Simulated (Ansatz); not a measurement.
# BrClGaH: up Jacob's ladder to CCSD(T)

One table from this session's results is given with a row withheld; the runs are named, their logs left out.

The runs use Ansatz 0.2.0, Gaussian basis; functionals in def2-TZVPP, the program's frozen cores in correlated methods.

The runs, in order: LDA (SPW92), PBE-D4, revPBE-D4, BLYP-D4, r2SCAN-D4, B97M-V, PBE0-D4, B3LYP-D4, r2SCANh-D4, r2SCAN0-D4, HSE06-D4, BHLYP-D4, CAM-B3LYP-D4, LC-ωPBE, ωB97X-V, ωB97M-V, B2PLYP, PBE-QIDH; CCSD(T)/def2-SVP; CCSD(T)/def2-TZVPP; MP2/def2-QZVPP; extrapolation to the limit; RPA on PBE.

## Structure used throughout

All runs share one geometry, relaxed beforehand with PBE0-D4 in a triple-zeta def2 set.

SMILES `[Cl][GaH][Br]`, 4 atoms, charge 0, spin multiplicity 1.

Atoms are counted from 1 here; the program's logs count them from 0.

Bond lengths: Cl1–Ga2 2.130 Å, Ga2–Br3 2.272 Å, Ga2–H4 1.547 Å. Angles: Cl1–Ga2–Br3 115.6°, Cl1–Ga2–H4 121.7°, Br3–Ga2–H4 122.7°.

The first run:

Contents of in.yaml:

```yaml
crystal:
  periodic: [false, false, false]
  atoms:
    - {symbol: Cl, position_ang: [-1.970499, -0.096140, -0.528417]}
    - {symbol: Ga, position_ang: [0.088808, 0.166330, -0.052374]}
    - {symbol: Br, position_ang: [1.109159, -1.623611, 0.905267]}
    - {symbol: H, position_ang: [0.828132, 1.493022, -0.344776]}
basis:
  gaussian: {orbitals: def2-TZVPP}
hamiltonian: {xc: lda}
output: {orbitals: {seedname: orbitals}}
```

Among the steps run: LDA; PBE-D4 (GGA); revPBE-D4 (GGA); BLYP-D4 (GGA); r2SCAN-D4 (meta-GGA); B97M-V (meta-GGA); PBE0-D4 (hybrid); B3LYP-D4 (hybrid); r2SCANh-D4 (hybrid); r2SCAN0-D4 (hybrid); HSE06-D4 (hybrid); BHLYP-D4 (hybrid); CAM-B3LYP-D4 (range-separated); LC-ωPBE-D4 (range-separated; the results give it without D4); ωB97X-V (range-separated); ωB97M-V (range-separated); B2PLYP (double hybrid); PBE-QIDH (double hybrid).

One of the session's tables, all rows but one given; the rest of the session is left out.

It belongs to the step «Orbital energies across the functionals». 

```
  functional  HOMO (eV)  LUMO (eV)  gap (eV)
 LDA (SPW92)      -7.50      -2.86      4.64
      PBE-D4      -7.35      -2.57      4.78
   revPBE-D4      -7.29      -2.44      4.85
     BLYP-D4      -7.17      -2.49      4.67
   r2SCAN-D4      -7.69      -2.34      5.35
      B97M-V      -7.76      -2.49      5.27
     PBE0-D4      -8.64      -1.80      6.83
    B3LYP-D4          ?          ?         ?
  r2SCANh-D4      -8.16      -2.07      6.09
  r2SCAN0-D4      -8.86      -1.67      7.20
    HSE06-D4      -8.24      -2.17      6.07
    BHLYP-D4      -9.76      -1.05      8.70
CAM-B3LYP-D4      -9.95      -0.91      9.04
     LC-ωPBE     -11.36       0.25     11.61
     ωB97X-V     -10.99       0.12     11.12
     ωB97M-V     -10.84      -0.06     10.78
```

Estimate the missing values for B3LYP-D4.

Worked estimate for «HOMO (eV)». Against the share of exact exchange, BLYP-D4 (0, -7.17), BHLYP-D4 (0.5, -9.76) give a slope of -5.18 per unit share; at 0.2 the line stands at -8.21.

As computed: HOMO (eV): -8.36; LUMO (eV): -2.06; gap (eV): 6.30. In «HOMO (eV)» the line misses by +0.15.
